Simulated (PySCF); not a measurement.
# Sn(SMe)Me3: geometry, NMR shifts and electronic excitations

What NMR shifts and electronic excitations should Sn(SMe)Me3 (`C[S][Sn]([CH3])([CH3])[CH3]`) show?

The runs use PySCF 2.14.0, with density-fitted response routines of our own; the level of theory stands in each step. All values are computed, except where a source is named. Atoms count from 0, in the outputs and in this text.

### 1 Starting geometry

18 atoms, charge 0, multiplicity 1; geometry from: GFN2-xTB. The atoms were then displaced at random by about 0.03 Å, so the start is not that level's minimum.

Bonds of the start (Å): Sn0–S1 2.43, Sn0–C6 2.19, Sn0–C10 2.31, Sn0–C14 2.20, S1–C2 1.80, C2–H3 1.23, C2–H4 1.08, C2–H5 1.07, C6–H7 1.11, C6–H8 1.02, C6–H9 1.08, C10–H11 1.08, C10–H12 1.08, C10–H13 1.10, C14–H15 1.08, C14–H16 1.04, C14–H17 1.07.

### 2 Relaxing the molecule at PBE0-D3(BJ)/def2-SVP

What the job is given:

```
{"job": {"xc": "PBE0", "basis": "def2-SVP", "d3": "d3bj", "grid": 1, "maxiter": 40, "shake": 0.03, "kind": "geom"}, "charge": 0, "multiplicity": 1}
Sn    -0.184890    -0.455040    -0.268770
S     -0.211590    -0.437080     2.160600
C      0.694490     1.069870     2.528020
H      1.848690     1.018290     2.114730
H      0.814680     1.094640     3.604070
H      0.222060     1.968770     2.180610
C      1.868470    -0.369980    -1.019990
H      2.355900     0.607660    -0.827010
H      1.838980    -0.513720    -2.033110
H      2.400120    -1.158850    -0.508120
C     -1.316200     1.456320    -0.896750
H     -1.441740     1.431320    -1.972350
H     -0.776270     2.370910    -0.721520
H     -2.294760     1.553660    -0.394760
C     -1.337320    -2.225000    -0.897690
H     -2.307940    -2.168700    -0.419020
H     -0.769400    -3.040060    -0.592230
H     -1.459600    -2.186100    -1.959010
```

Started as:

```sh
> OMP_NUM_THREADS=1 python probes_run.py task.json out
```

The driver reads the jobs from task.json and runs them one after another.

Log:

```text
step   0  E = -771.57157380  max force = 0.069077
step   1  E = -771.59569591  max force = 0.013098
step   2  E = -771.59716500  max force = 0.007442
step   3  E = -771.59765321  max force = 0.002426
step   4  E = -771.59771157  max force = 0.001116
step   5  E = -771.59772858  max force = 0.000310
step   6  E = -771.59774154  max force = 0.000385
optimisation converged
```

Wall time 3.8 min (1 thread of AMD EPYC, shared host); peak memory 0.66 GiB.

Step by step:

```
step  energy from step 0 (eV)  largest force component (eV/Å)
   0                   0.0000                          3.5521
   1                  -0.6564                          0.6735
   2                  -0.6964                          0.3827
   3                  -0.7097                          0.1247
   4                  -0.7112                          0.0574
   5                  -0.7117                          0.0159
   6                  -0.7121                          0.0198
```

Close pairs (by a distance rule), those that changed most:

```
   bond  before (Å)  after (Å)  change (Å)
Sn0–C10       2.308      2.154      -0.154
  C2–H3       1.227      1.100      -0.127
  C6–H8       1.024      1.100      +0.076
C14–H16       1.039      1.099      +0.060
Sn0–C14       2.204      2.147      -0.056
 Sn0–C6       2.188      2.153      -0.035
C14–H17       1.069      1.100      +0.031
  S1–C2       1.796      1.824      +0.027
```

The next job starts from the end point, and lists it.

```csv
at the end point,value
"rotational constants (GHz, main isotopes)","2.135, 1.198, 1.131"
dipole moment (D),2.19
```

### 3 Nuclear shieldings: PBE0/def2-TZVP+pcSseg-1

What the job is given:

```
{"job": {"kind": "nmr", "xc": "PBE0", "basis": {"default": "pcSseg-1", "Sn": "def2-TZVP"}}, "charge": 0, "multiplicity": 1}
Sn    -0.248874    -0.376867    -0.278503
S     -0.191015    -0.458895     2.151949
C      0.750663     1.066191     2.488100
H      1.757339     1.034709     2.044917
H      0.859781     1.141593     3.579040
H      0.222390     1.963140     2.133157
C      1.782622    -0.374484    -0.992994
H      2.271124     0.582678    -0.760758
H      1.801755    -0.521065    -2.082991
H      2.345552    -1.186920    -0.512540
C     -1.266482     1.424490    -0.878548
H     -1.429950     1.423844    -1.966382
H     -0.669431     2.308535    -0.612668
H     -2.238907     1.486538    -0.370303
C     -1.310779    -2.141835    -0.885790
H     -2.305467    -2.162915    -0.418881
H     -0.755151    -3.039357    -0.580094
H     -1.431491    -2.152469    -1.979009
```

With the program's defaults for keys left out, this is: GIAO PBE0/pcSseg-1 Sn:def2-TZVP NMR shielding, scalar relativity only through core potentials, gas phase.

Log:

```text
coarse grid: 64728 points
cycle   1  E = -769.8784289947  dE = -3.500e+01  |g| = 2.983e+00  |ddm| = 3.109e+01
cycle   2  E = -746.9373241330  dE =  2.294e+01  |g| = 1.036e+01  |ddm| = 2.362e+01
cycle   3  E = -771.6726810839  dE = -2.474e+01  |g| = 7.345e-01  |ddm| = 2.236e+01
cycle   4  E = -771.7569438786  dE = -8.426e-02  |g| = 4.078e-01  |ddm| = 1.211e+00
cycle   5  E = -771.7967096502  dE = -3.977e-02  |g| = 8.258e-02  |ddm| = 3.974e-01
cycle   6  E = -771.7980422737  dE = -1.333e-03  |g| = 3.279e-02  |ddm| = 9.365e-02
cycle   7  E = -771.7982956238  dE = -2.534e-04  |g| = 7.110e-03  |ddm| = 4.461e-02
cycle   8  E = -771.7983066347  dE = -1.101e-05  |g| = 2.212e-03  |ddm| = 8.080e-03
cycle   9  E = -771.7983080058  dE = -1.371e-06  |g| = 5.200e-04  |ddm| = 2.712e-03
final grid: 135088 points
cycle  10  E = -771.7983312988  dE = -4.048e-08  |g| = 6.077e-04  |ddm| = 2.375e-03
cycle  11  E = -771.7983312351  dE =  6.372e-08  |g| = 7.805e-04  |ddm| = 1.209e-03
cycle  12  E = -771.7983313905  dE = -1.554e-07  |g| = 4.899e-05  |ddm| = 6.770e-04
cycle  13  E = -771.7983313910  dE = -5.118e-10  |g| = 8.028e-06  |ddm| = 5.434e-05
converged SCF energy = -771.7983313910

GIAO shielding tensors (ppm)
atom      isotropic    diamagn.    paramagn.     s11        s22        s33       span
  0 Sn         nan         nan         nan        nan        nan        nan        nan
  1 S      687.003    1059.595    -372.592    603.074    638.124    819.811    216.737
  2 C      171.331     250.394     -79.063    162.368    162.523    189.104     26.736
  3 H       29.334      31.581      -2.247     22.797     28.499     36.705     13.908
  4 H       29.336      28.397       0.939     23.038     25.929     39.042     16.004
  5 H       29.336      31.524      -2.188     22.868     28.336     36.803     13.935
  6 C      189.543     253.574     -64.031    178.289    191.635    198.705     20.416
  7 H       30.784      31.924      -1.140     24.962     28.651     38.739     13.777
  8 H       31.132      30.270       0.861     25.318     27.960     40.118     14.800
  9 H       31.103      30.615       0.488     25.537     27.971     39.802     14.265
 10 C      189.578     253.535     -63.957    178.710    191.788    198.237     19.527
 11 H       31.150      30.268       0.882     25.326     27.973     40.150     14.825
 12 H       30.784      31.911      -1.127     24.892     28.720     38.739     13.847
 13 H       31.096      30.521       0.575     25.538     27.929     39.822     14.284
 14 C      190.188     252.642     -62.453    185.131    189.879    195.556     10.425
 15 H       30.951      29.869       1.082     24.901     28.294     39.658     14.757
 16 H       30.952      29.898       1.054     24.934     28.239     39.682     14.748
 17 H       31.233      29.707       1.526     25.370     27.924     40.407     15.038
```

Wall time 96 s (1 thread of AMD EPYC, shared host); peak memory 1.1 GiB.

The references, computed at this level on geometries of the same kind, shield at (ppm): 1H TMS 31.27, 13C TMS 184.4, 33S CS2 496. Their shielding less the atom's gives the shift. The references are single molecules in the gas phase. Atoms listed in one row are averaged.

| atoms | environment | σ (ppm) | δ (ppm) |
| --- | --- | --- | --- |
| C2 | carbon bonded to S, 3 H | 171.3 | 13.1 |
| C6, C10, C14 | carbon bonded to Sn, 3 H | 189.8 | -5.4 |
| H3, H4, H5 | hydrogen on a carbon bonded to S | 29.34 | 1.93 |
| H7, H8, H9, H11, H12 and 4 more | hydrogen on a carbon bonded to Sn | 31.02 | 0.25 |
| S1 | sulfur bonded to C, Sn | 687 | -191 |

Atoms past Kr carry core potentials, so their printed shieldings have no meaning and are left out of the table.

Charges from the same density, by scheme (e):

| atoms | Mulliken | ESP fit |
| --- | --- | --- |
| Sn0 | 0.43 | 0.88 |
| S1 | -0.24 | -0.39 |
| C2 | -0.41 | -0.33 |
| C6, C10, C14 | -0.52 | -0.65 |

Mayer bond orders: Sn0–S1 1.02, Sn0–C6 1.02, Sn0–C10 1.02, Sn0–C14 1.04, S1–C2 1.00.

With diffuse functions Mulliken charges and Mayer bond orders lose their meaning; the other schemes are steadier.

The fields below are evaluated on a grid from the run's orbitals.

Frontier orbitals at PBE0/def2-TZVP+pcSseg-1, with the share of their density that lies nearest to each atom:

```csv
orbital,energy (eV),lies on
HOMO,-6.33,S1 79 %
LUMO,0.32,"Sn0 19 %; S1 19 %; C6, C10 about 7 % each"
```

ELF in a plane through or near 4 of the atoms.

Ten even steps from ' ' (0.00) to '@' (1.00):
```
                                                        
                                                        
                                                        
                        ..**%%**::                      
                        **@@@@@@##                      
                        --@@@@@@++                      
            **@@%%..      --++==..                      
          ==@@@@@@%%    ..--====::..      ..            
          --@@@@@@%%    ::::::::::::::::++%%##::        
          ..++%%%%**....::--##**++--++##@@@@@@%%        
          ..++%%%%**....::--##**++==**##@@@@@@%%        
          --@@@@@@%%..  ::::::::::--::::++##**..        
          ==@@@@@@##    ..------::..                    
            ++%%##..      --==::..                      
                        ++%%@@%%::                      
                        ##@@@@@@==                      
                        ..++**--                        
                                                        
                                                        
                                                        
```
The map spans 12.3 Å across and 10.5 Å up, centred on the molecule. Atoms in the plane (x, y in Å): Sn0 (0.5, 0.0), H3 (-2.7, -0.9), H5 (-2.8, 0.9), H17 (3.2, 0.0).

log10 of the density (e/Å³) in the same plane.

Values, 10 rows by 14 columns:
```
-4.0 -4.0 -4.0 -4.0 -4.0 -4.0 -4.0 -4.0 -4.0 -4.0 -4.0 -4.0 -4.0 -4.0
-4.0 -4.0 -4.0 -4.0 -4.0 -4.0 -3.0 -2.5 -2.9 -4.0 -4.0 -4.0 -4.0 -4.0
-4.0 -4.0 -4.0 -3.8 -3.6 -3.1 -1.6 -0.9 -1.5 -2.9 -4.0 -4.0 -4.0 -4.0
-4.0 -4.0 -2.8 -1.8 -1.5 -2.1 -1.3 -0.7 -1.1 -2.1 -2.6 -3.1 -4.0 -4.0
-4.0 -3.5 -2.0 -0.6  0.1 -1.2 -0.9 -0.1 -0.4 -1.0 -1.0 -1.6 -3.1 -4.0
-4.0 -3.3 -1.8 -0.5  0.0 -0.9 -0.6  1.3  0.7 -0.5 -0.3 -0.9 -2.7 -4.0
-4.0 -3.8 -2.3 -0.9 -0.4 -1.5 -1.2 -0.6 -0.9 -1.5 -1.7 -2.2 -3.5 -4.0
-4.0 -4.0 -3.6 -2.8 -2.6 -2.6 -1.4 -0.7 -1.5 -2.6 -3.2 -3.8 -4.0 -4.0
-4.0 -4.0 -4.0 -4.0 -4.0 -3.6 -2.4 -1.9 -2.5 -3.7 -4.0 -4.0 -4.0 -4.0
-4.0 -4.0 -4.0 -4.0 -4.0 -4.0 -4.0 -3.7 -4.0 -4.0 -4.0 -4.0 -4.0 -4.0
```
The map spans 12.3 Å across and 10.5 Å up, centred on the molecule. Atoms in the plane (x, y in Å): Sn0 (0.5, 0.0), H3 (-2.7, -0.9), H5 (-2.8, 0.9), H17 (3.2, 0.0).

On the surface of density 0.002 e/bohr³ the electrostatic potential runs, from the 1st to the 99th percentile, from -1.24 V near S1 to 0.98 V near H11.

### 4 Excited states and response: B3LYP/def2-SVPD

The job, as its differences from that of step 3:

```diff
@@ -1,2 +1,2 @@
-{"job": {"kind": "nmr", "xc": "PBE0", "basis": {"default": "pcSseg-1", "Sn": "def2-TZVP"}}, "charge": 0, "multiplicity": 1}
+{"job": {"kind": "uv", "xc": "B3LYP", "basis": "def2-SVPD", "ip": false, "nstates": 10}, "charge": 0, "multiplicity": 1}
 Sn    -0.248874    -0.376867    -0.278503
```

Level: TDDFT B3LYP/def2-SVPD, vertical, gas phase, core orbitals frozen in the response.

Log:

```text
coarse grid: 64728 points
cycle   1  E = -769.4042279464  dE = -2.095e+01  |g| = 3.261e+00  |ddm| = 1.675e+01
cycle   2  E = -710.8302634871  dE =  5.857e+01  |g| = 1.025e+01  |ddm| = 1.885e+02
cycle   3  E = -771.8092873707  dE = -6.098e+01  |g| = 8.967e-01  |ddm| = 1.891e+02
cycle   4  E = -771.9389546495  dE = -1.297e-01  |g| = 5.449e-01  |ddm| = 3.019e+00
cycle   5  E = -772.0168965573  dE = -7.794e-02  |g| = 1.715e-01  |ddm| = 8.820e-01
cycle   6  E = -772.0245443287  dE = -7.648e-03  |g| = 5.195e-02  |ddm| = 2.895e-01
cycle   7  E = -772.0252491452  dE = -7.048e-04  |g| = 1.521e-02  |ddm| = 1.017e-01
cycle   8  E = -772.0253103215  dE = -6.118e-05  |g| = 3.195e-03  |ddm| = 2.205e-02
cycle   9  E = -772.0253132397  dE = -2.918e-06  |g| = 9.262e-04  |ddm| = 5.528e-03
final grid: 135088 points
cycle  10  E = -772.0253137063  dE = -1.734e-07  |g| = 1.022e-03  |ddm| = 1.252e-02
cycle  11  E = -772.0253134938  dE =  2.125e-07  |g| = 1.343e-03  |ddm| = 3.460e-03
cycle  12  E = -772.0253139967  dE = -5.028e-07  |g| = 1.490e-04  |ddm| = 1.798e-03
cycle  13  E = -772.0253140027  dE = -6.057e-09  |g| = 1.314e-05  |ddm| = 2.665e-04
cycle  14  E = -772.0253140028  dE = -3.593e-11  |g| = 6.820e-06  |ddm| = 2.622e-05
converged SCF energy = -772.0253140028

Static polarisability (au): isotropic 115.527, principal 108.179 111.752 126.651

Singlet excitations
state   eV       nm        f      main configurations
  1   4.8704    254.6   0.02748   H->L 0.79, H->L+1 0.17
  2   5.3330    232.5   0.01081   H->L+1 0.78, H->L 0.15
  3   5.5749    222.4   0.00073   H->L+2 0.92
  4   6.0526    204.8   0.00219   H->L+3 0.87, H-1->L 0.09
  5   6.2679    197.8   0.00488   H->L+4 0.91
  6   6.3237    196.1   0.10391   H-1->L 0.88, H->L+3 0.08
  7   6.6109    187.5   0.00852   H->L+5 0.87
  8   6.6371    186.8   0.00153   H-1->L+1 0.77, H-1->L+2 0.18
  9   6.7715    183.1   0.00011   H->L+6 0.86
 10   6.8243    181.7   0.08336   H-2->L 0.97

Triplet excitations (Tamm-Dancoff, eV): 4.5519 5.0213 5.3685 5.6238
```

Run time: 2 min. Hardware: 1 thread of AMD EPYC, shared host; peak memory 1 GiB.

Frontier orbitals and where they lie:

```csv
orbital,eV,atoms
HOMO−3,-7.95,"C10 26 %, C6 25 %, Sn0 20 %"
HOMO−2,-7.88,"C14 38 %, Sn0 20 %, C6 9 %"
HOMO−1,-7.36,"S1 56 %, Sn0 14 %, C2 9 %"
HOMO,-6.12,"S1 72 %, C2 11 %, Sn0 5 %"
LUMO,-0.34,"Sn0 27 %, S1 13 %, C10 9 %"
LUMO+1,0.11,"S1 31 %, Sn0 18 %, C14 10 %"
LUMO+2,0.35,"S1 33 %, Sn0 18 %, C14 8 %"
```

With each of the 10 states as a Gaussian band of 0.4 eV half-width at 1/e, the curve within the window shown has maxima at 251 nm (ε 1,200), 191 nm (ε 5,800) L/(mol cm). Beyond the last state computed it falls off for lack of states. The curve at chosen wavelengths:

| nm | ε (L/mol/cm) |
| --- | --- |
| 174 | 2084 |
| 179 | 3845 |
| 183 | 4902 |
| 188 | 5613 |
| 193 | 5723 |
| 197 | 5234 |
| 202 | 3931 |
| 206 | 2700 |
| 211 | 1459 |
| 216 | 776 |
| 220 | 570 |
| 225 | 562 |
| 230 | 684 |
| 234 | 817 |
| 239 | 992 |
| 244 | 1145 |
| 248 | 1225 |
| 253 | 1244 |
| 258 | 1161 |
| 262 | 1033 |
| 267 | 828 |
| 271 | 656 |
| 276 | 459 |
| 281 | 301 |
| 285 | 206 |
| 290 | 122 |

Leading natural transition orbitals of singlet state 6: the hole lies on S1 58 %; Sn0 14 %; the particle on S1 9 %; 6 H atoms about 8 % each; 4 H atoms about 6 % each.

Leading natural transition orbitals of singlet state 1: the hole lies on S1 82 %; the particle on S1 23 %; Sn0 16 %; H4 9 %.

Ground-state properties from the same run:

```
           property  computed
  dipole moment (D)      2.18
polarisability (Å³)     17.12
 HOMO–LUMO gap (eV)      5.78
      −ε(HOMO) (eV)      6.12
```

### 5 Shielding tensors: wB97X-D/def2-TZVP+pcSseg-1

The job, as its differences from that of step 4:

```diff
@@ -1,2 +1,2 @@
-{"job": {"kind": "uv", "xc": "B3LYP", "basis": "def2-SVPD", "ip": false, "nstates": 10}, "charge": 0, "multiplicity": 1}
+{"job": {"kind": "nmr", "xc": "wB97X-D", "basis": {"default": "pcSseg-1", "Sn": "def2-TZVP"}, "pop": false}, "charge": 0, "multiplicity": 1}
 Sn    -0.248874    -0.376867    -0.278503
```

Level: GIAO wB97X-D/pcSseg-1 Sn:def2-TZVP NMR shielding, scalar relativity only through core potentials, gas phase.

Log:

```text
coarse grid: 64728 points
cycle   1  E = -770.7399428574  dE = -3.548e+01  |g| = 2.623e+00  |ddm| = 3.117e+01
cycle   2  E = -770.8253253063  dE = -8.538e-02  |g| = 2.959e+00  |ddm| = 7.008e+00
cycle   3  E = -772.1484583924  dE = -1.323e+00  |g| = 1.449e-01  |ddm| = 2.946e+00
cycle   4  E = -772.1551347185  dE = -6.676e-03  |g| = 4.724e-02  |ddm| = 4.246e-01
cycle   5  E = -772.1558190423  dE = -6.843e-04  |g| = 8.971e-03  |ddm| = 6.418e-02
cycle   6  E = -772.1558506937  dE = -3.165e-05  |g| = 3.805e-03  |ddm| = 2.112e-02
cycle   7  E = -772.1558556952  dE = -5.002e-06  |g| = 8.411e-04  |ddm| = 7.010e-03
final grid: 135088 points
cycle   8  E = -772.1530034171  dE = -1.174e-05  |g| = 1.980e-03  |ddm| = 1.634e-02
cycle   9  E = -772.1530036754  dE = -2.583e-07  |g| = 1.574e-03  |ddm| = 3.442e-03
cycle  10  E = -772.1530041154  dE = -4.400e-07  |g| = 1.112e-04  |ddm| = 1.642e-03
cycle  11  E = -772.1530041195  dE = -4.056e-09  |g| = 5.470e-05  |ddm| = 2.217e-04
cycle  12  E = -772.1530041204  dE = -9.225e-10  |g| = 1.275e-05  |ddm| = 8.357e-05
converged SCF energy = -772.1530041204

GIAO shielding tensors (ppm)
atom      isotropic    diamagn.    paramagn.     s11        s22        s33       span
  0 Sn         nan         nan         nan        nan        nan        nan        nan
  1 S      696.225    1059.963    -363.739    611.945    639.254    837.476    225.531
  2 C      172.099     250.195     -78.096    163.592    164.126    188.579     24.987
  3 H       29.537      31.818      -2.281     23.024     28.719     36.867     13.843
  4 H       29.490      28.393       1.097     23.164     26.089     39.218     16.054
  5 H       29.537      31.755      -2.218     23.094     28.555     36.962     13.868
  6 C      190.308     253.194     -62.886    180.158    192.210    198.556     18.398
  7 H       30.959      32.060      -1.101     25.178     28.798     38.900     13.721
  8 H       31.282      30.336       0.947     25.477     28.093     40.276     14.799
  9 H       31.229      30.718       0.511     25.666     28.100     39.923     14.257
 10 C      190.347     253.145     -62.798    180.570    192.370    198.101     17.531
 11 H       31.299      30.332       0.967     25.487     28.104     40.306     14.819
 12 H       30.958      32.043      -1.086     25.107     28.864     38.902     13.794
 13 H       31.222      30.617       0.605     25.667     28.058     39.941     14.274
 14 C      191.086     252.108     -61.022    186.693    191.537    195.029      8.337
 15 H       31.101      29.907       1.194     25.066     28.431     39.806     14.740
 16 H       31.101      29.934       1.166     25.096     28.377     39.830     14.734
 17 H       31.381      29.732       1.649     25.532     28.060     40.551     15.019
```

It took 73 s on 1 thread of AMD EPYC, shared host; peak memory 1.2 GiB.

Key values: δ C2 12.4, C6 -6.0, S1 -203, H3 1.86, H7 0.21 ppm (means over like atoms).

### 6 Comparing the runs: NMR shifts

Shifts (ppm), means over like atoms, with basis size and wall time:

```csv
run,C2,C6,H3,H7,S1,functions,time
PBE0/def2-TZVP+pcSseg-1,13.1,-5.4,1.93,0.25,-191,202,96 s
wB97X-D/def2-TZVP+pcSseg-1,12.4,-6.0,1.86,0.21,-203,202,73 s
```

### 7 Summary of results

| quantity | value |
| --- | --- |
| rotational constants (main isotopes) | 2.14, 1.20, 1.13 GHz |
| 13C shifts against TMS (PBE0/def2-TZVP+pcSseg-1, means over atoms taken as alike) | 13.1, -5.4 ppm |
| 1H shifts against TMS (PBE0/def2-TZVP+pcSseg-1, means over atoms taken as alike) | 1.93, 0.25 ppm |
| 33S shifts against CS2 (PBE0/def2-TZVP+pcSseg-1) | -191 ppm |
| surface potential, 1st and 99th percentile | -1.24 V and 0.98 V |
| lowest singlet (B3LYP/def2-SVPD) | 4.87 eV (255 nm), f = 0.027 |
| brightest single state of those computed | state 6, 6.32 eV, f = 0.104 |
| lowest triplet | 4.55 eV |
| range of the shift of S1 | -203 to -191 ppm |

**Reading.** The start was shaken at random, so part of the energy gained undoes that. Relaxing lowered the energy by 0.712 eV in 6 steps; the close pair that moved most is Sn0–C10, from 2.308 to 2.154 Å. No frequency check was run at this level, so the end point may be a saddle. At PBE0/def2-TZVP+pcSseg-1: The largest span, 217 ppm, is at S1, where the paramagnetic term is -373 ppm. The first singlet state (HOMO→LUMO 0.79, HOMO→LUMO+1 0.17) lies at 4.87 eV and is weak; of the 10 states computed, the strongest absorption comes from state 6 at 6.32 eV (the last state computed is bright too, and its partners may lie past the list). The lowest triplet lies 0.32 eV below the lowest singlet (triplets in Tamm-Dancoff, singlets in full TDDFT). Spin-orbit coupling, left out, mixes singlets and triplets in elements this heavy. States above −ε(HOMO) lie where TDDFT describes them poorly and they hang on the basis; the brightest is among them. Across the 2 runs the shift of S1 moves most, between -203 (wB97X-D/def2-TZVP+pcSseg-1) and -191 ppm (PBE0/def2-TZVP+pcSseg-1). Spin-orbit coupling is left out, which matters for shieldings and couplings at and beside the heavy atoms.
